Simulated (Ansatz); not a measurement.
# CH2FNO2Si: how energies converge with the basis set

The task here is to estimate one member of a computed series from the others.

Method: one geometry, several basis sets; program: Ansatz 0.2.0, Gaussian basis.

Levels to be run: PBE0-D4/def2-SVP; ωB97M-V/def2-SVP; PBE0-D4/def2-QZVPP; ωB97M-V/def2-QZVPP; the functionals' def2-TZVPP values are taken from earlier runs.

## Structure used throughout

The geometry comes from an earlier relaxation with PBE0-D4 in a triple-zeta def2 set; it is a stationary point, not always the lowest conformer.

SMILES `O=C1N[Si]1(O)F`, 8 atoms, charge 0, spin multiplicity 1.

Atoms are counted from 1 here; the program's logs count them from 0.

Bond lengths: O1–C2 1.191 Å, C2–N3 1.397 Å, C2–Si4 1.840 Å, N3–Si4 1.704 Å, N3–H7 1.015 Å, Si4–O5 1.617 Å, Si4–F6 1.577 Å, O5–H8 0.959 Å. Angles: O1–C2–N3 133.9°, O1–C2–Si4 164.3°, N3–C2–Si4 61.8°, C2–N3–Si4 72.0°, C2–N3–H7 128.6°, Si4–N3–H7 159.3°, C2–Si4–N3 46.2°, C2–Si4–O5 130.4°, C2–Si4–F6 124.3°, N3–Si4–O5 122.4°, N3–Si4–F6 117.9°, O5–Si4–F6 103.7°, Si4–O5–H8 117.8°.

As a file:

```xyz
8

O     1.9869    1.0978    0.9773
C     0.9873    0.5624    0.6137
N     0.5669   -0.7690    0.5566
Si   -0.6947    0.2079   -0.0430
O    -1.2237    0.0992   -1.5676
F    -2.0196    0.3074    0.8063
H     1.0569   -1.6019    0.8662
H    -0.5677    0.0391   -2.2651
```

The first run:

The input, in.yaml:

```yaml
crystal:
  periodic: [false, false, false]
  atoms:
    - {symbol: O, position_ang: [1.986855, 1.097831, 0.977272]}
    - {symbol: C, position_ang: [0.987347, 0.562360, 0.613655]}
    - {symbol: N, position_ang: [0.566886, -0.768993, 0.556582]}
    - {symbol: Si, position_ang: [-0.694667, 0.207879, -0.042980]}
    - {symbol: O, position_ang: [-1.223704, 0.099183, -1.567627]}
    - {symbol: F, position_ang: [-2.019562, 0.307373, 0.806261]}
    - {symbol: H, position_ang: [1.056851, -1.601878, 0.866192]}
    - {symbol: H, position_ang: [-0.567707, 0.039146, -2.265056]}
basis:
  gaussian: {orbitals: def2-SVP}
hamiltonian: {xc: pbe0, dispersion: d4}
output: {orbitals: {seedname: orbitals}}
```

Among the steps run: PBE0-D4 in def2-SVP; ωB97M-V in def2-SVP; PBE0-D4 in def2-QZVPP; ωB97M-V in def2-QZVPP.

One table of the session follows, with a row left open; its other results are not shown here.

It belongs to the step «Density functionals: the series». 

| functional | basis | HOMO (eV) | LUMO (eV) |
| --- | --- | --- | --- |
| PBE0-D4 | def2-SVP | ? | ? |
| PBE0-D4 | def2-TZVPP | -7.25 | -0.36 |
| PBE0-D4 | def2-QZVPP | -7.29 | -0.51 |
| ωB97M-V | def2-SVP | -9.25 | 1.99 |
| ωB97M-V | def2-TZVPP | -9.46 | 1.46 |
| ωB97M-V | def2-QZVPP | -9.51 | 1.02 |

Q: Estimate the row for PBE0-D4, def2-SVP from the others.

The run gave: HOMO (eV): -7.06; LUMO (eV): 0.00. In the column «HOMO (eV)» it is the highest.
